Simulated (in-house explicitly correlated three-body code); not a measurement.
**Two electrons around a charge of +10 under Yukawa screening of 0.1 per bohr: exact states**

The task here is to estimate one member of a computed series from the others.

Method: two electrons, non-relativistic, variational in exponentially correlated functions. Code: in-house explicitly correlated three-body code version 1.

## The system

* charge of the centre: +10
* mass of the centre: infinite
* interactions: Yukawa, exp(−0.1 r)/r, between all pairs
* basis: 260 functions exp(−a r1 − b r2 − g r12) a state, exponent ranges optimised
* units: hartree and bohr; relativity and QED are left out

The first run:

Settings:

```ini
Z = 10.0
screening = 0.1
interaction_strength = 1.0
functions = 260
states_tried = 13
```

Launch:

```sh
python run_hyl.py task.json out
```

Steps of the session up to this table: The variational calculation.

One of the session's tables, all rows but one given; the rest of the session is left out.

It belongs to the step «Levels». 

```
state  binding (eV)  excitation (eV)  ⟨r12⟩ (bohr)
 1 ¹S             ?                ?             ?
 2 ³S       266.575          903.887        0.6613
 2 ³P       256.910          913.552        0.5796
 2 ¹S       256.441          914.021        0.6742
 2 ¹P       249.808          920.655        0.5731
 3 ³S       103.756          1066.71         1.471
 3 ¹S       101.104          1069.36         1.500
 3 ³P       101.050          1069.41         1.392
 3 ¹P       99.1139          1071.35         1.410
 4 ³S       49.0021          1121.46         2.651
 4 ¹S       47.9551          1122.51         2.692
 4 ³P       47.8555          1122.61         2.582
 4 ¹P       47.0805          1123.38         2.612
```

Estimate the missing values for 1 ¹S.

**Answer.** binding (eV): 1170.46; excitation (eV): 0; ⟨r12⟩ (bohr): 0.2295. In the column «binding (eV)» it is the highest.
